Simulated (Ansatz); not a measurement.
# Zr2Te3Pd2: the cost of one run

Method: DFT PBE, scalar-relativistic, plane waves, PAW, unless a step names another level, in Ansatz 0.2.0.

12 further runs of the same task are left out: 2 that didn't finish, 10 set aside as unsound or not needed.

## Step 1: Plan

Pauling electronegativities: Zr 1.33, Te 2.10, Pd 2.20 (spread 0.87). No set of common oxidation states balances it. Tabulated atomic sizes suggest about 23 Å³/atom. 24 candidates were drawn, by swapping species into database cells of other compounds, at random by space group and Wyckoff sites, or by hand, as the table says:

| name | made from | space group no. | Wyckoff sites | atoms (primitive cell) | V (Å³/atom) |
| --- | --- | --- | --- | --- | --- |
| c01 | random | 123 | Zr 1a, 1c; Te 2e, 1b; Pd 2f | 7 | 28.0 |
| c02 | random | 191 | Zr 2e; Te 2c, 1a; Pd 2d | 7 | 25.4 |
| c03 | random | 99 | Zr 2c; Te 1b, 2c; Pd 1a, 1a | 7 | 26.2 |
| c04 | random | 150 | Zr 1a, 1b; Te 3e; Pd 2d | 7 | 23.4 |
| c05 | database cell of K2Sn2O3 | 166 | Zr 3a, 3b; Te 9d; Pd 6c | 7 | 22.8 |
| c06 | random | 166 | Zr 6c; Te 9d; Pd 3b, 3a | 7 | 27.2 |
| c07 | random | 99 | Zr 1a, 1b; Te 1a, 2c; Pd 1b, 1a | 7 | 25.9 |
| c08 | random | 156 | Zr 1a, 1a; Te 3d; Pd 1c, 1a | 7 | 28.6 |
| c09 | random | 191 | Zr 1b, 1a; Te 3f; Pd 2e | 7 | 28.0 |
| c10 | random | 166 | Zr 6c; Te 9e; Pd 3b, 3a | 7 | 26.6 |
| c11 | random | 191 | Zr 2d; Te 3f; Pd 1a, 1b | 7 | 26.6 |
| c12 | built by hand: Pd-intercalated Zr2Te3 slab, CaAl2Si2-like | 164 | Zr 2d; Te 2d, 1a; Pd 2d | 7 | 22.8 |
| c13 | random | 191 | Zr 2c; Te 2e, 1a; Pd 2d | 7 | 23.4 |
| c14 | random | 191 | Zr 1b, 1a; Te 3f; Pd 2c | 7 | 25.5 |
| c15 | built by hand: ZrCl-like Zr bilayer with Pd2Te3 slab | 164 | Zr 2d; Te 2d, 1a; Pd 2d | 7 | 22.8 |
| c16 | random | 191 | Zr 2d; Te 3g; Pd 2c | 7 | 23.6 |
| c17 | random | 139 | Zr 4e; Te 2b, 4d; Pd 4c | 7 | 28.3 |
| c18 | random | 166 | Zr 3a, 3b; Te 9e; Pd 6c | 7 | 27.3 |
| c19 | random | 191 | Zr 1a, 1b; Te 3g; Pd 2d | 7 | 27.8 |
| c20 | random | 191 | Zr 2e; Te 2d, 1b; Pd 2c | 7 | 26.7 |
| c21 | random | 156 | Zr 1a, 1b; Te 3d; Pd 1c, 1b | 7 | 27.9 |
| c22 | random | 115 | Zr 1a, 1c; Te 2g, 1b; Pd 2g | 7 | 28.4 |
| c23 | random | 160 | Zr 3a, 3a; Te 9b; Pd 3a, 3a | 7 | 28.5 |
| c24 | random | 191 | Zr 2e; Te 2c, 1b; Pd 2d | 7 | 23.7 |

## Step 2: Screening run of c06

File input.yaml:

```yaml
crystal:
  lattice:
    - [3.55441113, 2.05214022, 4.35195878]
    - [-3.55441113, 2.05214022, 4.35195878]
    - [0.0, -4.10428044, 4.35195878]
  atoms:
    - { symbol: Zr, position: [0.21584558, 0.21584558, 0.21584558] }
    - { symbol: Zr, position: [0.78415442, 0.78415442, 0.78415442] }
    - { symbol: Te, position: [0.0, 0.0, 0.5] }
    - { symbol: Te, position: [0.5, 0.0, 0.0] }
    - { symbol: Te, position: [0.0, 0.5, 0.0] }
    - { symbol: Pd, position: [0.5, 0.5, 0.5] }
    - { symbol: Pd, position: [0.0, 0.0, 0.0] }
basis:
  ecutwfc: 420
kpoints:
  mp_grid: { grid: [3, 3, 3] }
hamiltonian:
  xc: pbe
scf:
  occupations: { method: gaussian, width: 0.2 }
  lower_state_search: "off"
output:
  forces: true
  stress: true
  eigenvalues: true
relax:
  adjacent_minimum: "off"
  f_tol: 0.08
  max_steps: 16
  cell: { stress_tol: 0.8 }
```

Launch:

```sh
$ ansatz run input.yaml --threads 1 --pin off --max-ram 2560MiB --backend cpu --events-out ev --progress --plain --runs-dir out
```

Q: Estimate wall time and peak memory on 1 thread of Intel Xeon at 2.70GHz, shared host.

About 1.8 min, with a peak of 0.54 GiB.
